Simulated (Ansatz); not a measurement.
**ScGa3: equation of state**

An exercise on one series of results from a longer session: the logs are not shown, and one member is left open.

Program: Ansatz 0.2.0. Level of theory: DFT LDA, scalar-relativistic. These are calculated values, not measurements.

**Starting point**

Symmetry: Pm-3m, No. 221, cubic system. The conventional cell has a = 4.095 Å, b = 4.095 Å, c = 4.095 Å, α = 90.00°, β = 90.00°, γ = 90.00°. Around Sc (site symmetry m-3m) lie 12 Ga at 2.90 Å. Ga (site symmetry 4/mmm) is surrounded by 4 Sc at 2.90 Å and 8 Ga at 2.90 Å.

As a file:

```cif
data_structure
_symmetry_space_group_name_H-M 'Pm-3m'
_symmetry_Int_Tables_number 221
_cell_length_a 4.0950
_cell_length_b 4.0950
_cell_length_c 4.0950
_cell_angle_alpha 90.000
_cell_angle_beta 90.000
_cell_angle_gamma 90.000
_cell_volume 68.67
loop_
_atom_site_label
_atom_site_type_symbol
_atom_site_symmetry_multiplicity
_atom_site_Wyckoff_symbol
_atom_site_fract_x
_atom_site_fract_y
_atom_site_fract_z
_atom_site_occupancy
Sc1 Sc 1 a 0.00000 0.00000 0.00000 1
Ga1 Ga 3 c 0.00000 0.50000 0.50000 1
```

The file gives the conventional cell by its symmetry; the runs use the cell typed in the input.

Atoms are numbered in the order of the input: Sc1, Ga2, Ga3, Ga4.

The first run:

File input.yaml:

```yaml
crystal:
  lattice:
    - [4.0396553778, 0.0, 0.0]
    - [0.0, 4.0396553778, 0.0]
    - [0.0, 0.0, 4.0396553778]
  atoms:
    - { symbol: Sc, position: [0.0, 0.0, 0.0] }
    - { symbol: Ga, position: [0.0, 0.5, 0.5] }
    - { symbol: Ga, position: [0.5, 0.0, 0.5] }
    - { symbol: Ga, position: [0.5, 0.5, 0.0] }
kpoints:
  mp_grid: { grid: [9, 9, 9] }
  band_path:
    path:
      - [0.0, 0.0, 0.0]
      - [0.0, 0.5, 0.0]
      - [0.5, 0.5, 0.0]
      - [0.0, 0.0, 0.0]
      - [0.5, 0.5, 0.5]
      - [0.0, 0.5, 0.0]
      - [0.5, 0.5, 0.5]
      - [0.5, 0.5, 0.0]
    npoints: 5
scf:
  occupations: { method: fermi_dirac, width: 0.05 }
hamiltonian:
  xc: lda
  pseudopotentials: { kind: all_electron, lapw: { basis_error: 0.001 } }
output:
  forces: true
  stress: true
  eigenvalues: true
```

Started as:

```console
$ ansatz run input.yaml --threads 1 --pin off --max-ram 4096MiB --backend cpu --events-out ev --progress --plain --runs-dir out
```

Steps of the session up to this table: Volume × 0.96, LAPW; Volume × 0.96, PAW; Volume × 0.96, crystal datasets; Volume × 0.99, LAPW; Volume × 0.99, PAW; Volume × 0.99, crystal datasets; Volume × 1.02, LAPW; Volume × 1.02, PAW; Volume × 1.02, crystal datasets; Volume × 1.06, LAPW; Volume × 1.06, PAW; Volume × 1.06, crystal datasets.

One of the session's tables, all rows but one given; the rest of the session is left out.

```
          method  volume (Å³/atom)  pressure (GPa)
            LAPW            16.481           -2.46
            LAPW            16.996           -4.76
            LAPW            17.511           -6.71
            LAPW            18.197           -8.85
             PAW            16.481           -2.49
             PAW            16.996           -4.79
             PAW            17.511           -6.74
             PAW            18.197               ?
crystal datasets            16.481           -2.46
crystal datasets            16.996           -4.76
crystal datasets            17.511           -6.71
crystal datasets            18.197           -8.85
```

Q: Estimate the row for PAW, 18.197 from the others.

**Answer.** pressure (GPa): -8.88. In the column «pressure (GPa)» it is the lowest.

Limits of these values: Warnings in the runs' records: crystal datasets made.
